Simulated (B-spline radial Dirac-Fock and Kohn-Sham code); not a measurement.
# Inner shells of W⁶⁶⁺

Aim: for the W⁶⁶⁺ ion, compute its X-ray form factor and Compton profile, the binding energy of each subshell and how cheaper methods do for the levels.

Method: a free atom or ion on a radial basis; each step names its model; computed with B-spline radial Dirac-Fock and Kohn-Sham code, version 2.

### 1 What is computed

Tungsten as W⁶⁶⁺, 1s2 2s2 2p4.

* nuclear charge: 74
* electrons: 8
* mass number: 184
* nuclear rms radius: 5.3658 fm

Outer shells as boxes (Hund's rule, for the drawing alone; heavy ions are jj-coupled, and the calculation averages over the configuration):

```
[He] core
2s [↑↓]
2p [↑↓][↑ ][↑ ]
```

### 2 X-ray scattering functions

Model: Dirac-Fock average of configuration, finite nucleus; form factor of the spherical density, Waller-Hartree incoherent function, impulse-approximation Compton profiles.

Recorded inputs:

```ini
task = scatter
Z = 74
charge = 66
configuration = 1s2 2s2 2p4
mass_number = 184
rms_radius = 5.3658  # fm
s = [0.0, 0.04, 0.05, 0.06, 0.08, 0.09, 0.11, 0.14, 0.17, 0.2, 0.25, 0.3, 0.37, 0.44, 0.54, 0.66, 0.8, 0.97, 1.17, 1.42, 1.73, 2.1, 2.55]  # 1/A
pz = [0, 0.1, 0.2, 0.3, 0.4, 0.5, 0.6, 0.8, 1.0, 1.2, 1.4, 1.6, 1.8, 2.0, 2.5, 3.0, 4.0, 5.0, 7.0, 10.0, 15.0, 20.0, 30.0, 40.0, 60.0, 100.0]  # a.u.
photon_energy = [1000, 8047.8, 17479.3, 20000, 50000, 100000, 200000, 500000]  # eV
```

### 3 Binding energies

Model: Dirac-Fock average of configuration, Delta-SCF, finite nucleus, first-order Breit with its frequency dependence, self-energy and vacuum polarisation.

Settings, as recorded:

```ini
task = binding
```

### 4 The levels by Dirac LDA

Model: Dirac-Kohn-Sham LDA (Slater exchange, VWN correlation), finite nucleus, spherical and without spin polarisation.

Recorded inputs:

```ini
task = binding-ladder
method = lda,vwn
relativity = dirac
```

### 5 The levels by non-relativistic HF

Model: non-relativistic Hartree-Fock, average of configuration, point nucleus.

Recorded inputs:

```ini
task = binding-ladder
method = hf
relativity = nr
```

(Steps that only read results are left out.)

Before running it: what results should come out? Wanted: rms radius of the electron cloud; Compton profile at zero; deepest level listed, K; least bound, L2,3; Dirac LDA, K: eigenvalue / ΔSCF; non-relativistic HF, 1s: eigenvalue / ΔSCF.

**Answer**, as computed:

| quantity | value |
| --- | --- |
| rms radius of the electron cloud | 0.0671 bohr |
| Compton profile at zero | 0.1626 1/a.u. |
| deepest level listed, K (1s) | 76252.3 eV |
| least bound, L2,3 (2p) | 16769.3 eV |
| ionisation energy, NIST (semi-empirical) | 16252.0 eV |
| Dirac LDA, K: eigenvalue / ΔSCF | 75965.3 / 76588.1 eV |
| non-relativistic HF, 1s: eigenvalue / ΔSCF | 70666.3 / 70652.5 eV |

**Reading.** The cloud is so compact that f stays above half of 8 out to s = 2.55 1/Å. Incoherent scattering outweighs coherent from 500 keV on, among the energies asked. The K (1s) level lies 17.8 eV under Koopmans' value by relaxation alone; Breit gives -206.04 and QED -121.10 eV. NIST's ionisation energy differs by -517.27 eV from the least binding energy; the calculation averages open shells over their j components and terms. Dirac LDA misses the K level by -0.4 % with its eigenvalue and by +0.4 % with ΔSCF. Breit and QED terms, which only the reference holds, shift this level by tenths of a per cent, so the eigenvalue's nearness can be cancellation. Non-relativistic HF misses the 1s level by -7.3 % with its eigenvalue and by -7.3 % with ΔSCF, as relativity is missing. The Hartree-Fock and Dirac-Fock values hold no electron correlation.
